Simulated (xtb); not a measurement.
# C4H9NSi (SMILES C#CC[SiH](C)N), run twice

Aim: energy and gradient of C4H9NSi at GFN1-xTB (ddCOSMO hexane).

The results are computed with xtb 6.7.1.

6 further runs of the same task are left out: 3 that didn't finish, 3 set aside as unsound or not needed.

### Step 1. The molecule

C4H9NSi has 15 atoms, charge 0, and is taken as a singlet. SMILES: `C#CC[SiH](C)N`. Geometry: optimised at GFN2-xTB. This is one conformer, not always the lowest.

Bond lengths: C1–C2 1.197 Å, C2–C3 1.440 Å, C3–Si4 1.913 Å, Si4–C5 1.895 Å, Si4–N6 1.729 Å, C1–H7 1.049 Å, C3–H8 1.092 Å, C3–H9 1.092 Å, Si4–H10 1.476 Å, C5–H11 1.085 Å, C5–H12 1.085 Å, C5–H13 1.085 Å, N6–H14 1.007 Å, N6–H15 1.008 Å. Some angles: C1–C2–C3 178.5°, C2–C3–Si4 111.8°, C3–Si4–C5 111.3°, C3–Si4–N6 104.4°, C5–Si4–N6 106.9°, C2–C1–H7 178.7°, C2–C3–H8 108.9°, C2–C3–H9 108.7°, Si4–C3–H8 109.9°, Si4–C3–H9 110.1°.

### Step 2. First attempt

mol.xyz reads:

```xyz
15
start
C      2.951380    -0.315260     0.931580
C      1.783330    -0.134270     1.122990
C      0.375960     0.097020     1.318370
Si    -0.505840     0.543570    -0.319460
Q     -0.380680    -0.869810    -1.575100
N     -2.173500     0.684200     0.112900
H      3.976190    -0.482360     0.785510
H     -0.073220    -0.800290     1.749150
H      0.250930     0.903620     2.043620
H      0.118320     1.760780    -0.874480
H     -0.892740    -1.760230    -1.224900
H     -0.818140    -0.591400    -2.528460
H      0.656610    -1.132650    -1.753330
H     -2.857470     0.743350    -0.623710
H     -2.433030     1.303110     0.864510
```

Launch:

```sh
$ xtb mol.xyz -u 0 --iterations 80 --gfn 1 --grad --cosmo hexane -P 1 > xtb.out
```

The log of the run:

```text
* xtb version 6.7.1
########################################################################
[ERROR] Program stopped due to fatal error
-2- reading geometry input 'mol.xyz' failed
-1- Error: Cannot map symbol to atomic number
 --> mol.xyz:7:1
  |
7 | Q     -0.380680    -0.869810    -1.575100
  | ^ unknown element
  |
########################################################################
```

Standard error:

```text
ERROR STOP
Error termination. Backtrace:
abnormal termination of xtb
```

It took 0.026 s on 1 thread of Arm Neoverse N1, shared host.

### Step 3. What went wrong

The program refused the input.

The telling line is `| ^ unknown element`. What is wrong: the input names an element that the program doesn't know.

### Step 4. The mended input

input.sdf reads:

```

     RDKit          3D

 15 14  0  0  0  0  0  0  0  0999 V2000
    2.9514   -0.3153    0.9316 C   0  0  0  0  0  0  0  0  0  0  0  0
    1.7833   -0.1343    1.1230 C   0  0  0  0  0  0  0  0  0  0  0  0
    0.3760    0.0970    1.3184 C   0  0  0  0  0  0  0  0  0  0  0  0
   -0.5058    0.5436   -0.3195 Si  0  0  1  0  0  4  0  0  0  0  0  0
   -0.3807   -0.8698   -1.5751 C   0  0  0  0  0  0  0  0  0  0  0  0
   -2.1735    0.6842    0.1129 N   0  0  0  0  0  0  0  0  0  0  0  0
    3.9762   -0.4824    0.7855 H   0  0  0  0  0  0  0  0  0  0  0  0
   -0.0732   -0.8003    1.7491 H   0  0  0  0  0  0  0  0  0  0  0  0
    0.2509    0.9036    2.0436 H   0  0  0  0  0  0  0  0  0  0  0  0
    0.1183    1.7608   -0.8745 H   0  0  0  0  0  0  0  0  0  0  0  0
   -0.8927   -1.7602   -1.2249 H   0  0  0  0  0  0  0  0  0  0  0  0
   -0.8181   -0.5914   -2.5285 H   0  0  0  0  0  0  0  0  0  0  0  0
    0.6566   -1.1326   -1.7533 H   0  0  0  0  0  0  0  0  0  0  0  0
   -2.8575    0.7433   -0.6237 H   0  0  0  0  0  0  0  0  0  0  0  0
   -2.4330    1.3031    0.8645 H   0  0  0  0  0  0  0  0  0  0  0  0
  2  1  3  0
  3  2  1  0
  4  3  1  0
  5  4  1  0
  6  4  1  0
  7  1  1  0
  8  3  1  0
  9  3  1  0
  4 10  1  6
 11  5  1  0
 12  5  1  0
 13  5  1  0
 14  6  1  0
 15  6  1  0
M  END
$$$$
```

Launch:

```sh
$ xtb input.sdf --grad -c 0 --cosmo hexane --gfn 1 > xtb.out
```

The log of the run, cut to the lines that bear on the results:

```text
* xtb version 6.7.1
[...]
      * Solvation model:               COSMO
        Solvent                        hexane
[...]
        Solvent mass                       8.6180E+01 g/mol
[...]
          :  # basis functions                  48          :
[...]
          :  # electrons                        34          :
[...]
          :  Hamiltonian                  GFN1-xTB          :
[...]
          :  net charge                          0          :
          :  unpaired electrons                  0          :
[...]
   *** convergence criteria satisfied after 10 iterations ***
[...]
         ::                     SUMMARY                     ::
         :::::::::::::::::::::::::::::::::::::::::::::::::::::
         :: total energy             -18.354008372328 Eh    ::
         :: w/o Gsasa/hb/shift       -18.334987927283 Eh    ::
         :: gradient norm              0.027813047547 Eh/a0 ::
         :: HOMO-LUMO gap              6.264490029875 eV    ::
         ::.................................................::
         :: SCC energy               -18.672090979900 Eh    ::
         :: -> electrostatic           0.021425755556 Eh    ::
         :: -> Gsolv                  -0.020408578095 Eh    ::
         ::    -> Gelec               -0.001388133050 Eh    ::
         ::    -> Gsasa               -0.019020445046 Eh    ::
         ::    -> Ghb                  0.000000000000 Eh    ::
         ::    -> Gshift               0.000000000000 Eh    ::
         :: repulsion energy           0.323888713936 Eh    ::
         :: dispersion energy         -0.005806106365 Eh    ::
         :: halogen bond corr.         0.000000000000 Eh    ::
[...]
        17        2.0000           -0.4078876             -11.0992 (HOMO)
        18                         -0.1776719              -4.8347 (LUMO)
[...]
          | TOTAL ENERGY              -18.354008372328 Eh   |
          | GRADIENT NORM               0.027813047547 Eh/α |
          | HOMO-LUMO GAP               6.264490029875 eV   |
           -------------------------------------------------
[...]
```

Standard error:

```text
normal termination of xtb
```

It took 0.19 s on 1 thread of Arm Neoverse N1, shared host.

### Step 5. What came out

At GFN1-xTB (ddCOSMO hexane):

| quantity | value |
| --- | --- |
| total energy | -18.35401 Eh |
| dipole moment | 2.84 D |
| HOMO energy | -11.10 eV |
| LUMO energy | -4.83 eV |
| HOMO–LUMO gap | 6.26 eV |
| dispersion energy | -15.24 kJ/mol |
| solvent term in the energy | -53.6 kJ/mol |
| largest force on an atom | 0.751 eV/Å |

**Reading.** Mulliken charges run from -0.50 on N6 to +0.30 on Si4. The largest force is 0.75 eV/Å: the shape isn't a stationary point for this species at this level.
